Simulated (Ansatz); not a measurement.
# BFH7NSi: the cost of one run

Method: RKS PBE0/6-31G*, in Ansatz 0.2.0.

## (1) The starting structure

Bond lengths: B1–F3 1.320 Å, B1–H4 1.190 Å, B1–N5 1.850 Å, N5–H6 1.060 Å, N5–Si7 1.820 Å, Si7–H8 1.460 Å, Si7–H9 1.460 Å, Si7–H10 1.460 Å. Angles: F3–B1–H4 120.0°, F3–B1–N5 96.8°, H4–B1–N5 101.3°, B1–N5–H6 120.0°, B1–N5–Si7 120.0°, H6–N5–Si7 120.0°, N5–Si7–H8 109.5°, N5–Si7–H9 109.5°, N5–Si7–H10 109.5°, H8–Si7–H9 109.4°, H8–Si7–H10 109.4°, H9–Si7–H10 109.4°.

As a file:

```xyz
11

B     0.0000    0.0000    0.0000
H     0.0000    0.0000    1.5400
F     1.1431    0.0000   -0.6600
H    -1.0305    0.0000   -0.5950
N     0.0829    1.7537    0.5833
H     0.4765    1.9752    1.5423
Si   -0.5112    3.0986   -0.4893
H    -0.8669    2.5573   -1.7978
H    -1.6857    3.7210    0.1147
H     0.5416    4.0978   -0.6466
H     0.0424    0.8968    1.5631
```

## (2) A restrained relaxation towards end A

Springs on the bonds that form and break draw the guess towards this end; the thresholds are loose.

Input file input.yaml:

```yaml
crystal:
  periodic: [false, false, false]
  atoms:
    - { symbol: B, position_ang: [0.0, 0.0, 0.0] }
    - { symbol: H, position_ang: [0.0, 0.0, 1.54] }
    - { symbol: F, position_ang: [1.1431, 0.0, -0.66] }
    - { symbol: H, position_ang: [-1.0305, 0.0, -0.595] }
    - { symbol: "N", position_ang: [0.0829, 1.7537, 0.5833] }
    - { symbol: H, position_ang: [0.4765, 1.9752, 1.5423] }
    - { symbol: Si, position_ang: [-0.5112, 3.0986, -0.4893] }
    - { symbol: H, position_ang: [-0.8669, 2.5573, -1.7978] }
    - { symbol: H, position_ang: [-1.6857, 3.721, 0.1147] }
    - { symbol: H, position_ang: [0.5416, 4.0978, -0.6466] }
    - { symbol: H, position_ang: [0.0424, 0.8968, 1.5631] }
basis:
  gaussian: { orbitals: "6-31G*" }
hamiltonian:
  xc: pbe0
relax:
  f_tol: 0.15
  max_steps: 25
  restrain:
    - { distance: [0, 4], at: 2.75, k: 30.0 }
    - { distance: [10, 1], at: 1.86, k: 30.0 }
    - { distance: [0, 1], at: 1.19, k: 30.0 }
    - { distance: [10, 4], at: 1.06, k: 30.0 }
```

Run with:

```sh
$ ansatz run input.yaml --threads 1 --pin off --max-ram 2048MiB --backend cpu --events-out ev --progress --plain --runs-dir out
```

What time and memory should one allow on 1 thread of Arm Neoverse V1, shared host?

About 38 s, with a peak of 0.15 GiB.
